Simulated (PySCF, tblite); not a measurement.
# CH9B3N4, a small molecule taken as a stand-in for a surface group (BN ring, B site): NMR shifts, core binding energies and electronic excitations

Aim: the NMR shifts, core binding energies and electronic excitations of `CNB1NBNBN1`.

Programs: tblite 0.8.0 and PySCF 2.14.0. All values are calculated, for the isolated system unless a continuum is named. Atoms count from 0, parts from 1.

## 1. The system as given

17 atoms, charge 0, multiplicity 1; geometry: distance geometry start.

## 2. Geometry optimisation with GFN2-xTB

Job settings and geometry (Å):

```
{"job": {"kind": "relax", "xc": "GFN2-xTB", "basis": "xTB"}, "charge": 0, "multiplicity": 1}
N      1.542414     0.844213    -1.576089
B      2.973286     1.370185    -1.276402
N      3.109184     2.332499    -0.073546
B      1.992400     2.244699     1.005486
N      1.188415     0.948454     1.040871
B      0.716604     0.398589    -0.344460
N     -0.838686     0.300671    -0.567396
C     -1.417913     1.343605    -1.347992
H      1.438037     0.291764    -2.418897
H      3.841292     0.603917    -1.389734
H      3.451210     3.263956    -0.319251
H      1.389570     3.245450     1.186019
H      0.520261     0.832897     1.793354
H     -1.371792    -0.025884     0.270184
H     -2.354660     1.033626    -1.674259
H     -0.814585     1.554141    -2.179291
H     -1.519355     2.219091    -0.773991
```

Method: GFN2-xTB geometry optimisation, gas phase.

On the command line:

```bash
> OMP_NUM_THREADS=1 python cluster_run.py task.json out
```

This one command runs all jobs of the session in turn.

**Question.** The jobs that follow are: PBE0-D3(BJ)/def2-SVP geometry optimisation, gas phase; GIAO PBE0/pcSseg-1 NMR shielding, non-relativistic, gas phase; delta-SCF UKS SCAN, pcX-2 on the ionised atom, pcseg-1 elsewhere, spin-free X2C; TDDFT CAM-B3LYP/def2-SVPD, vertical, gas phase, core orbitals frozen in the response. Predict: point group; rotational constants (main isotopes); 13C shifts against TMS (PBE0/pcSseg-1); 1H shifts against TMS (PBE0/pcSseg-1, means over atoms taken as alike); 15N shifts against NH3 (PBE0/pcSseg-1); 11B shifts against BF3·OEt2 (PBE0/pcSseg-1); N1s binding energies, SCAN/pcX-2 (standing for 3 of 4 atoms); B1s binding energies, SCAN/pcX-2 (standing for 2 of 3 atoms); lowest singlet (CAM-B3LYP/def2-SVPD); brightest single state of those computed; lowest triplet; vertical ionisation energy (ΔSCF).

The runs gave:

| quantity | value |
| --- | --- |
| point group | Cs |
| rotational constants (main isotopes) | 4.70, 1.39, 1.08 GHz |
| 13C shifts against TMS (PBE0/pcSseg-1) | 29.0 ppm |
| 1H shifts against TMS (PBE0/pcSseg-1, means over atoms taken as alike) | 4.98, 4.65, 4.57, 4.43, 3.95, 2.69, 2.60, 1.21 ppm |
| 15N shifts against NH3 (PBE0/pcSseg-1) | 136.2, 120.6, 115.2, 59.5 ppm |
| 11B shifts against BF3·OEt2 (PBE0/pcSseg-1) | 27.8, 27.7, 21.1 ppm |
| N1s binding energies, SCAN/pcX-2 (standing for 3 of 4 atoms) | N6 404.57, N0 404.18, N4 404.17 eV |
| B1s binding energies, SCAN/pcX-2 (standing for 2 of 3 atoms) | B5 195.80, B1 195.35 eV |
| lowest singlet (CAM-B3LYP/def2-SVPD) | 5.83 eV (213 nm), f = 0.000 |
| brightest single state of those computed | state 2, 6.58 eV, f = 0.023 |
| lowest triplet | 5.69 eV |
| vertical ionisation energy (ΔSCF) | 8.67 eV |

In words: The optimisation took 5 steps and gained 0.208 eV; among the close pairs (by a distance rule), B1–H9 changed most, from 1.169 to 1.212 Å (PBE0/def2-SVP). At PBE0/pcSseg-1: Shielding is most anisotropic at N2 (span 236 ppm, paramagnetic term -193 ppm). N6 (nitrogen bonded to C, B, H) binds its N1s electron 0.40 eV more tightly than N4 (nitrogen bonded to 2 B, H). Only 3 of the 4 N atoms are covered by sound results. The B1s levels kept as sound span 0.45 eV, from B1 (boron bonded to 2 N, H) up to B5 (boron bonded to 3 N). Only 2 of the 3 B atoms are covered by sound results. The lowest singlet, at 5.83 eV, is HOMO→LUMO 0.86 and is dark; of the 6 states computed, the strongest absorption comes from state 2 at 6.58 eV. The lowest triplet lies 0.14 eV below the lowest singlet (triplets in Tamm-Dancoff, singlets in full TDDFT). The orbital energy would give 7.98 eV for ionisation, ΔSCF gives 8.67 eV. A capped cluster stands for the solid here, so long-range fields and strain are missing, and bands or shifts of the capping hydrogens have no counterpart in it.
